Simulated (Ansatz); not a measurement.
This script drives Ansatz 0.2.0 through its Python package.

`bend.py`
```python
# -*- coding: utf-8 -*-
'''Energy of CH5BSe2 against one bond angle.'''

import ansatz as az
from ase import Atoms

atoms = Atoms(['C', 'B', 'Se', 'Se', 'H', 'H', 'H', 'H', 'H'], positions=[
    (0.1124, 0.6892, -0.9424),
    (-0.0365, -0.2406, 0.2953),
    (1.4666, -1.4647, 0.7183),
    (-1.6076, -0.2389, 1.4467),
    (-0.8634, 1.3266, -1.0593),
    (0.9291, 1.432, -0.8265),
    (0.2284, 0.1368, -1.8735),
    (0.9298, -2.5422, -0.1664),
    (-1.0702, 0.8555, 2.3907),
])

# start the scan from a relaxed geometry
first = (
    az.Crystal.molecule_from_ase(atoms).calculation()
    .basis(gaussian='def2-SVP')
    .functional('pbe')
    .relax(force_tolerance=0.02, max_steps=80)
)
atoms.positions = first.run().report['positions_ang']

rows = []
for angle in [90, 100, 110, 120, 135, 150, 165, 179]:
    bent = atoms.copy()
    bent.set_angle(1, 2, 7, angle, indices=[7])
    setup = az.Crystal.molecule_from_ase(bent).calculation().basis(gaussian='def2-SVP').functional('pbe')
    rows.append((angle, setup.run().report['free_energy_ev']))
floor = min(e for _, e in rows)
for angle, e in rows:
    print(f'angle B1-Se2-H7 = {angle:3d} deg   {1000 * (e - floor):9.1f} meV')
```

It is started by `python bend.py`. Estimate its wall time and peak memory on 1 thread of Arm Neoverse V2 (shared host).

It took about 86 s, with a peak of 0.24 GiB, for 9 runs of the engine.

`python bend.py` gives:
```text
angle B1-Se2-H7 =  90 deg         0.0 meV
angle B1-Se2-H7 = 100 deg         1.1 meV
angle B1-Se2-H7 = 110 deg       121.4 meV
angle B1-Se2-H7 = 120 deg       349.2 meV
angle B1-Se2-H7 = 135 deg       855.6 meV
angle B1-Se2-H7 = 150 deg      1476.5 meV
angle B1-Se2-H7 = 165 deg      2036.5 meV
angle B1-Se2-H7 = 179 deg      2259.8 meV
```

The scan is rigid, and the energies are electronic, in a modest basis. The zero is the lowest point of the grid, which needn't be the minimum.
